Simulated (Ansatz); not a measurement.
# AlTl2InB4Sb4P4: the cost of one run

All numbers below are computed with Ansatz 0.2.0 (DFT PBE, scalar-relativistic, plane waves, PAW).

## (1) The structure to begin with

The cell holds 16 atoms (AlB4InP4Sb4Tl2): a = 7.646 Å, b = 7.646 Å, c = 7.646 Å, α = 60.00°, β = 60.00°, γ = 60.00°.

The sites of an ideal zinc blende lattice, at a guessed lattice constant, take 4 B, 1 Al, 2 Tl, 1 In; 4 P, 4 Sb (sublattices apart by semicolons), with a shake of 0.02 Å. Warren-Cowley parameters of the first shell (negative: unlike neighbours preferred): Al-B -0.33, Al-In +1.00, Al-Tl -0.33, B-In -0.33, B-Tl +0.00, In-Tl -0.33. In a cell this small the draw can fall short of the order aimed at.

Coordinates:

```
B Al P In Sb Tl
1.0
    -5.40689    5.40689    0.00000
    -5.40689    0.00000    5.40689
     0.00000    5.40689    5.40689
B Al P In Sb Tl
4 1 4 1 4 2
Cartesian
  -8.0969 2.7222 5.4046
  -2.6982 0.0148 2.6964
  -5.4084 2.7351 2.7027
  -8.1074 8.1238 5.4193
  -10.8098 10.8032 10.8048
  -9.4580 6.7300 6.7710
  -6.7573 4.0865 6.7512
  -6.7680 6.7287 4.0156
  -6.7677 6.7446 9.4913
  -5.3953 5.4258 5.3703
  -9.4743 9.4263 9.4551
  -4.0609 4.0380 4.0252
  -6.7789 9.4505 6.7736
  -4.0864 6.7160 6.7953
  -5.3980 2.7349 8.0857
  -8.0851 5.4128 8.0965
```

## (2) Relaxation without symmetry, coarse mesh

A cheap relaxation: coarse mesh, no symmetry, loose thresholds.

input.yaml reads:

```yaml
crystal:
  lattice:
    - [-5.40688528, 5.40688528, 0.0]
    - [-5.40688528, 0.0, 5.40688528]
    - [0.0, 5.40688528, 5.40688528]
  atoms:
    - { symbol: B, position: [0.5006989223, 0.9968098129, 0.0027615795] }
    - { symbol: B, position: [0.0015317913, 0.4974935801, 0.0012049326] }
    - { symbol: B, position: [0.5031358138, 0.4971435273, 0.0027131383] }
    - { symbol: B, position: [0.9998276546, 0.4996310385, 0.5026679725] }
    - { symbol: Al, position: [0.9994884919, 0.9997830143, 0.9985635887] }
    - { symbol: P, position: [0.8708329248, 0.8784132249, 0.3738744823] }
    - { symbol: P, position: [0.3784667161, 0.8712922877, 0.3773311674] }
    - { symbol: P, position: [0.8767646145, 0.3749794878, 0.3677120445] }
    - { symbol: P, position: [0.3718402152, 0.8798350842, 0.8755725137] }
    - { symbol: In, position: [0.5040570876, 0.4937944944, 0.499439895] }
    - { symbol: Sb, position: [0.8734753963, 0.8787947435, 0.869911296] }
    - { symbol: Sb, position: [0.376707157, 0.3743444836, 0.370110773] }
    - { symbol: Sb, position: [0.8744266856, 0.3793313788, 0.8734394171] }
    - { symbol: Sb, position: [0.3705594649, 0.3852238978, 0.8715666938] }
    - { symbol: Tl, position: [0.004369012, 0.993992925, 0.5014526635] }
    - { symbol: Tl, position: [0.4994921491, 0.9958327722, 0.5016068209] }
  symmetry: { detect: false }
basis:
  ecutwfc: 420
kpoints:
  mp_grid: { grid: [2, 2, 2], shift: [0.5, 0.5, 0.5] }
hamiltonian:
  xc: pbe
scf:
  occupations: { method: gaussian, width: 0.1 }
  lower_state_search: "off"
output:
  forces: true
  stress: true
  eigenvalues: true
relax:
  adjacent_minimum: "off"
  f_tol: 0.04
  max_steps: 50
  cell: { stress_tol: 0.3 }
```

Command:

```bash
ansatz run input.yaml --threads 4 --pin off --max-ram 9216MiB --backend cpu --events-out ev --progress --plain --runs-dir out
```

**Question.** How long does this run take on 4 threads of Intel Xeon Platinum 8488C (Sapphire Rapids), shared host, and how much memory does it need?

About 54 s, with a peak of 0.99 GiB.
